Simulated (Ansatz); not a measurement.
The system is YP2Pd2.

```
Pd Y P
1.0
    -2.04274    2.04274    4.92853
     2.04274   -2.04274    4.92853
     2.04274    2.04274   -4.92853
Pd Y P
2 1 2
Direct
  0.25000 0.75000 0.50000
  0.75000 0.25000 0.50000
  0.00000 0.00000 0.00000
  0.61056 0.61056 0.00000
  0.38944 0.38944 0.00000
```

The cell is a database's computed one.

```yaml
Program: Ansatz 0.2.0
Task: relaxation of cell and atoms
Functional: revPBE
Potentials_or_basis: Ansatz PAW
Cutoff: "420 eV (not typed: the program's choice for these potentials)"
k_mesh: 7 × 7 × 7
Occupations: fermi-dirac, width 0.05 eV
Spin: no spin polarisation
```

At the start: volume 16.45 Å³/atom.

How do energy, volume and symmetry change on relaxing?

It ends after 5 steps and the volume is 16.95 Å³/atom (+3.0 %); space group I4/mmm (No. 139, to 0.05 Å).

The path:
```csv
step,energy change (eV),largest force (eV/Å),volume (Å³)
1,0.0000,0.1075,82.26
2,-0.0296,0.1324,85.00
3,-0.0311,0.0601,84.76
4,-0.0314,0.0045,84.74
5,-0.0321,0.0046,84.74
```

Final structure:
```cif
data_structure
_symmetry_space_group_name_H-M 'P 1'
_symmetry_Int_Tables_number 1
_cell_length_a 5.7809
_cell_length_b 5.7809
_cell_length_c 5.7809
_cell_angle_alpha 138.255
_cell_angle_beta 138.255
_cell_angle_gamma 60.513
_cell_volume 84.74
loop_
_atom_site_label
_atom_site_type_symbol
_atom_site_fract_x
_atom_site_fract_y
_atom_site_fract_z
_atom_site_occupancy
Pd1 Pd 0.25000 0.75000 0.50000 1
Pd2 Pd 0.75000 0.25000 0.50000 1
Y1 Y 0.00000 0.00000 0.00000 1
P1 P 0.61102 0.61102 0.00000 1
P2 P 0.38898 0.38898 0.00000 1
```

Caveat: the plane-wave basis is chosen anew once the cell has moved, so the energies of steps on either side of that aren't comparable; the PAW data sets come from PBE, with cores solved anew for the run's functional, which leaves a small shift of forces and pressure.
